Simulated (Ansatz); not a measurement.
# CH6BGa: ionisation energy by level of theory

How much energy removes an electron from CH6BGa at fixed geometry? The cation is run at each level and the neutral's energy taken from earlier runs.

Program: Ansatz 0.2.0, Gaussian basis. Level of theory: unrestricted cation, the program's frozen cores in correlated methods. These are calculated values, not measurements.

The runs, in order: UKS PBE-D4/def2-TZVPP; UKS r2SCAN-D4/def2-TZVPP; UKS PBE0-D4/def2-TZVPP; UKS B3LYP-D4/def2-TZVPP; UKS wB97X-V/def2-TZVPP; UKS wB97M-V/def2-TZVPP; UKS B2PLYP/def2-TZVPP; UHF-CCSD(T)/def2-TZVPP; UHF-MP2/def2-QZVPP; extrapolation to the limit; then −ε(HOMO) from the neutral's earlier runs with LDA (SPW92), PBE-D4, revPBE-D4, BLYP-D4, r2SCAN-D4, B97M-V, PBE0-D4, B3LYP-D4, r2SCANh-D4, r2SCAN0-D4, HSE06-D4, BHLYP-D4, CAM-B3LYP-D4, LC-ωPBE, ωB97X-V, ωB97M-V.

## Step 1: Structure used throughout

The geometry comes from an earlier relaxation with PBE0-D4 in a triple-zeta def2 set; it is a stationary point, not always the lowest conformer.

SMILES `C[BH][GaH2]`, 9 atoms, charge 0, spin multiplicity 1.

Atoms are counted from 1 here; the program's logs count them from 0.

Bond lengths: C1–B2 1.556 Å, C1–H4 1.094 Å, C1–H5 1.104 Å, C1–H6 1.091 Å, B2–Ga3 2.078 Å, B2–H7 1.205 Å, Ga3–H8 1.579 Å, Ga3–H9 1.579 Å. Angles: B2–C1–H4 113.6°, B2–C1–H5 103.4°, B2–C1–H6 117.2°, H4–C1–H5 104.9°, H4–C1–H6 109.8°, H5–C1–H6 106.7°, C1–B2–Ga3 126.0°, C1–B2–H7 116.3°, Ga3–B2–H7 117.6°, B2–Ga3–H8 122.9°, B2–Ga3–H9 122.6°, H8–Ga3–H9 114.5°.

## Step 2: Cation, UKS PBE-D4/def2-TZVPP

in.yaml

```yaml
crystal:
  periodic: [false, false, false]
  atoms:
    - {symbol: C, position_ang: [-0.655962, 1.050474, -0.726069]}
    - {symbol: B, position_ang: [-0.436046, -0.403635, -0.216425]}
    - {symbol: Ga, position_ang: [1.038694, -1.022191, 1.111101]}
    - {symbol: H, position_ang: [-1.704776, 1.292797, -0.920296]}
    - {symbol: H, position_ang: [-0.175744, 1.049276, -1.720507]}
    - {symbol: H, position_ang: [-0.191167, 1.855171, -0.155028]}
    - {symbol: H, position_ang: [-1.154214, -1.249052, -0.686624]}
    - {symbol: H, position_ang: [2.492175, -1.430881, 0.648484]}
    - {symbol: H, position_ang: [0.787030, -1.141950, 2.665354]}
basis:
  gaussian: {orbitals: def2-TZVPP}
total_charge: 1
magnetization: {spin_polarized: true, initial_magnetization: 1}
hamiltonian: {xc: pbe, dispersion: d4}
```

On the command line:

```
> ansatz run in.yaml --threads 2 --pin off --events-out ev --progress --plain --max-ram 22528MiB --backend cpu
```

Output:

```text
Functional definition: PBE
  name "PBE"
  cite "Perdew, Burke & Ernzerhof, Phys. Rev. Lett. 77, 3865 (1996) doi:10.1103/PhysRevLett.77.3865"
  parent pbe
  parameter kappa = 0.804
  parameter beta = 0.06672455060314922
  exchange = pbe_x(kappa = kappa, mu = beta*pi^2/3)
  correlation = pbe_c(beta = beta)
1071 factors; their error is unknown
mean field evaluation 1: about -54145.9943 eV, gradient 6.7e1 eV
mean field evaluation 2: about -53902.5119 eV, gradient 1.5e2 eV
mean field evaluation 4: about -54165.4111 eV, gradient 1.8e1 eV
mean field evaluation 8: about -54168.5702 eV, gradient 7.6e-1 eV
mean field evaluation 16: about -54168.5479 eV, gradient 5.2e-3 eV
mean field evaluation 32: about -54168.1126 eV, gradient 6.1e0 eV
mean field -54168.54786088 eV, -1990.6574171267 hartree, gradient 7.4e-5 eV, S^2 0.752256; 3 other end points of the search recorded, 0 dependent functions left out
reference -54168.54790569 eV, -1990.6574187735 hartree; 24, 23 occupied and 170, 171 virtual orbitals, 1071 factors
Total energy: -54168.66150581 eV, -1990.6615935011 hartree
```

Wall time 4.3 s (2 threads of AMD EPYC 7R13, shared host).

Less the neutral's -54177.7197 eV (earlier run), this gives 9.058 eV. ⟨S²⟩ = 0.752.

## Step 3: Cation, UKS r2SCAN-D4/def2-TZVPP

Changes to in.yaml since step 2:

```diff
@@ -16,2 +16,2 @@
 magnetization: {spin_polarized: true, initial_magnetization: 1}
-hamiltonian: {xc: pbe, dispersion: d4}
+hamiltonian: {xc: r2scan, dispersion: d4}
```

Same command.

Output, shortened:

```text
Functional definition: r2SCAN
  name "r2SCAN"
  cite "Furness, Kaplan, Ning, Perdew & Sun, J. Phys. Chem. Lett. 11, 8208 (2020) doi:10.1021/acs.jpclett.0c02405"
  cite "Furness, Kaplan, Ning, Perdew & Sun, J. Phys. Chem. Lett. 11, 9248 (2020) doi:10.1021/acs.jpclett.0c03077"
  parent r2scan
[...]
1071 factors; their error is unknown
[...]
mean field -54177.89029144 eV, -1991.0007451175 hartree, gradient 4.9e-5 eV, S^2 0.755372; 3 other end points of the search recorded, 0 dependent functions left out
reference -54177.89030800 eV, -1991.0007457258 hartree; 24, 23 occupied and 170, 171 virtual orbitals, 1071 factors
Total energy: -54177.91681178 eV, -1991.0017197220 hartree
```

Wall time 10 s (2 threads of AMD EPYC 7R13, shared host).

The neutral molecule at this level: -54187.0404 eV. Difference: 9.124 eV. ⟨S²⟩ = 0.755.

## Step 4: Cation, UKS PBE0-D4/def2-TZVPP

Changes to in.yaml since step 3:

```diff
@@ -16,2 +16,2 @@
 magnetization: {spin_polarized: true, initial_magnetization: 1}
-hamiltonian: {xc: r2scan, dispersion: d4}
+hamiltonian: {xc: pbe0, dispersion: d4}
```

Launched as before.

Output:

```text
Functional definition: PBE0
  name "PBE0"
  cite "Adamo & Barone, J. Chem. Phys. 110, 6158 (1999) doi:10.1063/1.478522"
  cite "Perdew, Burke & Ernzerhof, Phys. Rev. Lett. 77, 3865 (1996) doi:10.1103/PhysRevLett.77.3865"
  parent pbe
  parameter a = 0.25
  parameter kappa = 0.804
  parameter beta = 0.06672455060314922
  exchange = (1 - a)*pbe_x(kappa = kappa, mu = beta*pi^2/3) + a*exact_x
  correlation = pbe_c(beta = beta)
1116 factors; their error is unknown
mean field evaluation 1: about -54154.2245 eV, gradient 5.4e1 eV
mean field evaluation 2: about -54077.6825 eV, gradient 9.4e1 eV
mean field evaluation 4: about -54168.5975 eV, gradient 1.2e1 eV
mean field evaluation 8: about -54169.7919 eV, gradient 3.3e-1 eV
mean field evaluation 16: about -54169.9717 eV, gradient 1.3e-3 eV
mean field -54169.97170048 eV, -1990.7097422670 hartree, gradient 5.8e-5 eV, S^2 0.754701; 2 other end points of the search recorded, 0 dependent functions left out
reference -54169.97173386 eV, -1990.7097434938 hartree; 24, 23 occupied and 170, 171 virtual orbitals, 1116 factors
Total energy: -54170.06765307 eV, -1990.7132684596 hartree
```

It took 6 s on 2 threads of AMD EPYC 7R13, shared host; peak memory 0.56 GiB.

Less the neutral's -54179.3081 eV (earlier run), this gives 9.240 eV. ⟨S²⟩ = 0.755.

## Step 5: Cation, UKS B3LYP-D4/def2-TZVPP

Changes to in.yaml since step 4:

```diff
@@ -16,2 +16,2 @@
 magnetization: {spin_polarized: true, initial_magnetization: 1}
-hamiltonian: {xc: pbe0, dispersion: d4}
+hamiltonian: {xc: {name: B3LYP}, dispersion: d4}
```

Launched as before.

Output, shortened:

```text
Functional definition: B3LYP
  name "B3LYP"
  cite "Stephens, Devlin, Chabalowski & Frisch, J. Phys. Chem. 98, 11623 (1994) doi:10.1021/j100096a001"
  cite "Becke, Phys. Rev. A 38, 3098 (1988) doi:10.1103/PhysRevA.38.3098"
  cite "Lee, Yang & Parr, Phys. Rev. B 37, 785 (1988) doi:10.1103/PhysRevB.37.785"
  cite "Vosko, Wilk & Nusair, Can. J. Phys. 58, 1200 (1980) doi:10.1139/p80-159"
[...]
1106 factors; their error is unknown
[...]
mean field -54181.11174277 eV, -1991.1191312701 hartree, gradient 6.7e-5 eV, S^2 0.754146; 2 other end points of the search recorded, 0 dependent functions left out
reference -54181.11200933 eV, -1991.1191410660 hartree; 24, 23 occupied and 170, 171 virtual orbitals, 1106 factors
Total energy: -54181.29709081 eV, -1991.1259426849 hartree
```

It took 6.5 s on 2 threads of AMD EPYC 7R13, shared host; peak memory 0.56 GiB.

Less the neutral's -54190.6056 eV (earlier run), this gives 9.308 eV. ⟨S²⟩ = 0.754.

## Step 6: Cation, UKS wB97X-V/def2-TZVPP

Changes to in.yaml since step 5:

```diff
@@ -16,2 +16,2 @@
 magnetization: {spin_polarized: true, initial_magnetization: 1}
-hamiltonian: {xc: {name: B3LYP}, dispersion: d4}
+hamiltonian: {xc: {name: wB97X-V}}
```

Same command.

Output, shortened:

```text
Functional definition: wB97X-V
  name "wB97X-V"
  cite "Mardirossian & Head-Gordon, Phys. Chem. Chem. Phys. 16, 9904 (2014) doi:10.1039/C3CP54374A"
  cite "Becke, J. Chem. Phys. 107, 8554 (1997) doi:10.1063/1.475007"
  cite "Vydrov & Van Voorhis, J. Chem. Phys. 133, 244103 (2010) doi:10.1063/1.3521275"
[...]
      + integral(e_c_pw_opposite_spin*poly(b97_u_opposite, cos0, cos1)) + vv10(b, c)
1106 factors; their error is unknown
293 factors; integrals over basis functions are off by at most 9.4e-6 eV
[...]
mean field -54173.91671060 eV, -1990.8547187148 hartree, gradient 2.3e-5 eV, S^2 0.755935; 2 other end points of the search recorded, 0 dependent functions left out
reference -54173.91670853 eV, -1990.8547186390 hartree; 24, 23 occupied and 170, 171 virtual orbitals, 1106 factors
Total energy: -54173.91670853 eV, -1990.8547186390 hartree
```

Wall time 15 s (2 threads of AMD EPYC 7R13, shared host); peak memory 0.75 GiB.

Less the neutral's -54183.3184 eV (earlier run), this gives 9.402 eV. ⟨S²⟩ = 0.756.

## Step 7: Cation, UKS wB97M-V/def2-TZVPP

Changes to in.yaml since step 6:

```diff
@@ -16,2 +16,2 @@
 magnetization: {spin_polarized: true, initial_magnetization: 1}
-hamiltonian: {xc: {name: wB97X-V}}
+hamiltonian: {xc: {name: wB97M-V}}
```

Launched as before.

Output, shortened:

```text
Functional definition: wB97M-V
  name "wB97M-V"
  cite "Mardirossian & Head-Gordon, J. Chem. Phys. 144, 214110 (2016) doi:10.1063/1.4952647"
  cite "Becke, J. Chem. Phys. 107, 8554 (1997) doi:10.1063/1.475007"
  cite "Vydrov & Van Voorhis, J. Chem. Phys. 133, 244103 (2010) doi:10.1063/1.3521275"
  # Of w^i u^j: cxij and so on, Table III.
[...]
  gx(w, u) = 1 - cx + cx01*u + cx10*w
  gss(w, u) = css00 + css04*u^4 + css10*w + css20*w^2 + css43*w^4*u^3
  gos(w, u) = cos00 + cos10*w + (cos20 + cos21*u)*w^2 + (cos60 + cos61*u)*w^6
[...]
      + integral(e_c_pw_mod_opposite_spin*gos(b97_w_opposite, b97_u_opposite)) + vv10(b, c)
1106 factors; their error is unknown
293 factors; integrals over basis functions are off by at most 9.4e-6 eV
[...]
mean field -54174.90751920 eV, -1990.8911302595 hartree, gradient 1.4e-5 eV, S^2 0.753611; 2 other end points of the search recorded, 0 dependent functions left out
reference -54174.90757330 eV, -1990.8911322477 hartree; 24, 23 occupied and 170, 171 virtual orbitals, 1106 factors
Total energy: -54174.90757330 eV, -1990.8911322477 hartree
```

It took 17 s on 2 threads of AMD EPYC 7R13, shared host; peak memory 0.79 GiB.

The neutral molecule at this level: -54184.3096 eV. Difference: 9.402 eV. ⟨S²⟩ = 0.754.

## Step 8: Cation, UKS B2PLYP (frozen core)/def2-TZVPP

Changes to in.yaml since step 7:

```diff
@@ -16,2 +16,2 @@
 magnetization: {spin_polarized: true, initial_magnetization: 1}
-hamiltonian: {xc: {name: wB97M-V}}
+hamiltonian: {xc: {name: B2PLYP}}
```

Launched as before.

Output, shortened:

```text
Functional definition: B2PLYP
  name "B2PLYP"
  cite "Grimme, J. Chem. Phys. 124, 034108 (2006) doi:10.1063/1.2148954"
  cite "Becke, Phys. Rev. A 38, 3098 (1988) doi:10.1103/PhysRevA.38.3098"
  cite "Lee, Yang & Parr, Phys. Rev. B 37, 785 (1988) doi:10.1103/PhysRevB.37.785"
[...]
1149 factors; integrals over basis functions are off by at most 1.2e-3 eV
[...]
mean field -54162.98124508 eV, -1990.4528477696 hartree, gradient 3.1e-6 eV, S^2 0.759256; 4 other end points of the search recorded, 0 dependent functions left out
11 core orbitals not correlated: weight in the atoms' cores, before any rotation towards them, 1.000 or more for the frozen orbitals, at most 0.000 for the correlated occupied ones
reference -54162.98141318 eV, -1990.4528539471 hartree; 13, 12 occupied and 170, 171 virtual orbitals, 1149 factors
second order -16.24683412 eV of doubles, -0.00000000 eV of singles
Total energy: -54167.36805839 eV, -1990.6140601852 hartree
```

Wall time 14 s (2 threads of AMD EPYC 7R13, shared host); peak memory 0.68 GiB.

The neutral molecule at this level: -54176.6777 eV. Difference: 9.310 eV. ⟨S²⟩ = 0.759.

## Step 9: Cation, UHF-CCSD(T)/def2-TZVPP

Changes to in.yaml since step 8:

```diff
@@ -16,2 +16,3 @@
 magnetization: {spin_polarized: true, initial_magnetization: 1}
-hamiltonian: {xc: {name: B2PLYP}}
+correlation: {method: ccsd_t}
+scf: {omitted_lower_state_checks: [cluster_reference]}
```

On the command line:

```
> ansatz run in.yaml --threads 2 --pin off --events-out ev --progress --plain --max-ram 22528MiB --backend cuda --devices 0, --max-vram 18GiB
```

Output, shortened:

```text
Functional definition: HF
  name "HF"
  cite "Fock, Z. Phys. 61, 126 (1930) doi:10.1007/BF01340294"
  parent pbe
[...]
1149 factors; integrals over basis functions are off by at most 1.2e-3 eV
[...]
mean field -54122.26083211 eV, -1988.9564001942 hartree, gradient 6.1e-6 eV, S^2 0.765633; 3 other end points of the search recorded, 0 dependent functions left out
11 core orbitals not correlated: weight in the atoms' cores, before any rotation towards them, 1.000 or more for the frozen orbitals, at most 0.000 for the correlated occupied ones
reference -54122.26083211 eV, -1988.9564001942 hartree; 13, 12 occupied and 170, 171 virtual orbitals, 1149 factors
second order -13.10091302 eV of doubles, -0.00000000 eV of singles
cycle   1  -13.45682448 eV  change   -3.6e-1 eV  update   1.1e-1
[...]
cycle  12  -14.08789450 eV  change    2.0e-5 eV  update   2.4e-5
perturbative correction -0.53692593 eV, -0.0197316639 hartree
Total energy: -54136.88565255 eV, -1989.4938524320 hartree
Checks for a lower state left out: cluster_reference
```

It took 9 s on 1 × H100 (card shared with other runs) with 2 threads of AMD EPYC 7R13, shared host; peak host memory 0.84 GiB.

The neutral molecule at this level: -54146.3289 eV. Difference: 9.443 eV. ⟨S²⟩ = 0.766. T1 = 0.018 (report).

## Step 10: Cation, UHF-MP2/def2-QZVPP

Changes to in.yaml since step 9:

```diff
@@ -13,6 +13,6 @@
 basis:
-  gaussian: {orbitals: def2-TZVPP}
+  gaussian: {orbitals: "def2-QZVPP.json"}
 total_charge: 1
 magnetization: {spin_polarized: true, initial_magnetization: 1}
-correlation: {method: ccsd_t}
+correlation: {method: mp2}
 scf: {omitted_lower_state_checks: [cluster_reference]}
```

The command is unchanged.

Output, shortened:

```text
Functional definition: HF
  name "HF"
  cite "Fock, Z. Phys. 61, 126 (1930) doi:10.1007/BF01340294"
  parent pbe
[...]
2314 factors; integrals over basis functions are off by at most 1.0e-3 eV
[...]
mean field -54123.47301389 eV, -1989.0009470528 hartree, gradient 8.1e-6 eV, S^2 0.765278; 3 other end points of the search recorded, 0 dependent functions left out
11 core orbitals not correlated: weight in the atoms' cores, before any rotation towards them, 1.000 or more for the frozen orbitals, at most 0.000 for the correlated occupied ones
reference -54123.47301389 eV, -1989.0009470528 hartree; 13, 12 occupied and 359, 360 virtual orbitals, 2314 factors
second order -20.23585635 eV of doubles, -0.00000000 eV of singles
Total energy: -54143.70887024 eV, -1989.7446010571 hartree
Checks for a lower state left out: cluster_reference
```

Wall time 13 s (1 × H100 (card shared with other runs) with 2 threads of AMD EPYC 7R13, shared host); peak host memory 0.95 GiB.

## Step 11: Extrapolating to the complete basis

This step is arithmetic on the last runs, with X = 3 and 4: exp(−7.88√X) for Hartree-Fock, X^−2.97 for correlation; only MP2 was run in the larger set, so CCSD(T) minus MP2 is added from the smaller one.

```tsv
level	energy at the limit (eV)
HF	-54123.6400
MP2	-54149.1610
CCSD	-54150.1480
CCSD(T)	-54150.6849
```

This is no true limit for total energies: MP2 correlation changes by a factor of 1.54 from triple to quadruple zeta (about 1.07 in light molecules), because outer-core shells are correlated in sets not made for them. Much of that cancels between molecule and atoms or ions.

The neutral's limit, from its own earlier runs, is -54160.2392 eV in the additive form (MP2 limit plus CCSD(T) minus MP2 in triple zeta), in which the cation has -54150.6849 eV.

## Step 12: Ionisation energies side by side

Differences are taken before rounding.

```tsv
method	ionisation energy (eV)	from CCSD(T)/CBS (eV)	time
PBE-D4	9.06	-0.50	6.9 s
r2SCAN-D4	9.12	-0.43	14 s
PBE0-D4	9.24	-0.31	8.3 s
B3LYP-D4	9.31	-0.25	11 s
ωB97X-V	9.40	-0.15	22 s
ωB97M-V	9.40	-0.15	26 s
B2PLYP	9.31	-0.24	19 s
HF/def2-TZVPP	8.63	-0.92	
MP2/def2-TZVPP	9.47	-0.08	
CCSD/def2-TZVPP	9.43	-0.12	
CCSD(T)/def2-TZVPP	9.44	-0.11	12 s (GPU)
CCSD(T)/CBS	9.55	0	43 s (GPU)
```

Some runs used a GPU and others CPU threads alone; cost is compared among the CPU runs only.

Among the levels timed on like hardware, those that no quicker one beats, quickest first: PBE-D4 (6.9 s, -0.50 eV); PBE0-D4 (8.3 s, -0.31 eV); B3LYP-D4 (11 s, -0.25 eV); B2PLYP (19 s, -0.24 eV); ωB97X-V (22 s, -0.15 eV); ωB97M-V (26 s, -0.15 eV).

Times add the cation's run and the neutral's; HF, MP2 and CCSD come out of the CCSD(T) runs.

Orbital estimates, from the neutral's runs:

```tsv
functional	−ε(HOMO) (eV)	by energy difference (eV)
LDA (SPW92)	6.08	
PBE-D4	6.00	9.06
revPBE-D4	5.96	
BLYP-D4	5.90	
r2SCAN-D4	6.24	9.12
B97M-V	6.31	
PBE0-D4	7.13	9.24
B3LYP-D4	6.96	9.31
r2SCANh-D4	6.65	
r2SCAN0-D4	7.28	
HSE06-D4	6.73	
BHLYP-D4	8.20	
CAM-B3LYP-D4	8.47	
LC-ωPBE	9.79	
ωB97X-V	9.44	9.40
ωB97M-V	9.27	9.40
```

## Step 13: Summary of results

```
                        quantity               value
  ionisation energy, CCSD(T)/CBS             9.55 eV
nearest functional by difference  ωB97M-V (-0.15 eV)
                nearest −ε(HOMO)  ωB97X-V (-0.11 eV)
                 −ε(HOMO) of PBE             6.00 eV
                T1 of the cation               0.018
```

In words: Energy differences with functionals land within 0.50 eV of the reference. −ε(HOMO) of PBE misses by 3.6 eV, since self-interaction lifts the level. Among orbital estimates ωB97X-V comes nearest. Hartree-Fock falls 0.92 eV short, as the neutral has more correlation energy than the cation. The cation may have settled in a state other than its lowest; no search over hole states beyond the program's own was made. Correlated methods include outer-core shells of Ga, which these sets cover unevenly. With outer-core shells in play the reference is unsure by up to some tenths of an eV, so close misses can't be ranked.

For cost: ωB97M-V gets within 0.15 eV in 26 s; the quickest level in the cost chart, PBE-D4, takes 6.9 s and misses by 0.50 eV.
